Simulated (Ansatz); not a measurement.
# C₂H₃OSi+ (SMILES O[CH+]C#[SiH]): functionals against CCSD(T) at one geometry

An exercise on one series of results from a longer session: the logs are not shown, and one member is left open.

The runs use Ansatz 0.2.0, Gaussian basis; single points in def2-TZVPP.

Cores are frozen in the correlated methods. B3LYP uses VWN-RPA correlation.

## Starting geometry

SMILES `O[CH+]C#[SiH]`, 7 atoms, charge 1, spin multiplicity 1.

Atoms are counted from 1 here; the program's logs count them from 0.

Bond lengths: O1–C2 1.315 Å, O1–H5 0.991 Å, C2–C3 1.353 Å, C2–H6 1.125 Å, C3–Si4 1.737 Å, Si4–H7 1.469 Å. Angles: C2–O1–H5 114.6°, O1–C2–C3 124.8°, O1–C2–H6 116.8°, C3–C2–H6 118.5°, C2–C3–Si4 137.8°, C3–Si4–H7 170.1°.

As a file:

```
atom    x (Å)    y (Å)    z (Å)
  O1  -0.8323   1.2469   0.3245
  C2   0.1445   0.4822   0.7607
  C3   0.6213  -0.6057   0.1130
 Si4   0.2853  -1.4841  -1.3474
  H5  -1.0544   2.0099   0.9161
  H6   0.6109   0.7679   1.7435
  H7   0.2004  -2.3692  -2.5171
```

The first run:

run/in.yaml

```yaml
crystal:
  periodic: [false, false, false]
  atoms:
    - {symbol: O, position_ang: [-0.832300, 1.246900, 0.324500]}
    - {symbol: C, position_ang: [0.144500, 0.482200, 0.760700]}
    - {symbol: C, position_ang: [0.621300, -0.605700, 0.113000]}
    - {symbol: Si, position_ang: [0.285300, -1.484100, -1.347400]}
    - {symbol: H, position_ang: [-1.054400, 2.009900, 0.916100]}
    - {symbol: H, position_ang: [0.610900, 0.767900, 1.743500]}
    - {symbol: H, position_ang: [0.200400, -2.369200, -2.517100]}
basis:
  gaussian: {orbitals: def2-TZVPP}
total_charge: 1
correlation: {method: ccsd_t}
output: {forces: true}
```

No record of the launch command was kept for these runs.

Among the steps run: CCSD(T)/def2-TZVPP; PBE0-D4/def2-TZVPP; wB97M-V/def2-TZVPP; r2SCAN-D4/def2-TZVPP; PBE-D4/def2-TZVPP; B3LYP-D4/def2-TZVPP; revPBE-D4/def2-TZVPP.

One table of the session follows, with a row left open; its other results are not shown here.

| method | RMS force component (eV/Å) | angle to CCSD(T) forces (°) |
| --- | --- | --- |
| CCSD(T) | 1.190 | reference |
| PBE0-D4 | ? | ? |
| wB97M-V | 1.325 | 12.5 |
| r2SCAN-D4 | 1.200 | 9.9 |
| PBE-D4 | 1.120 | 11.1 |
| B3LYP-D4 | 1.199 | 10.9 |
| revPBE-D4 | 1.131 | 10.8 |

Estimate the missing values for PBE0-D4.

The run gave: RMS force component (eV/Å): 1.261; angle to CCSD(T) forces (°): 12.9. In the column «RMS force component (eV/Å)» it lies between r2SCAN-D4 (1.200) and wB97M-V (1.325).

Limits of these values: CCSD(T) in triple zeta still lacks some correlation energy of the bonds, so part of these gaps is its own basis error and they don't rank the functionals. The T1 diagnostic is large here, over the usual mark for main-group molecules (transition-metal compounds often pass it harmlessly), so CCSD(T) itself may be off.
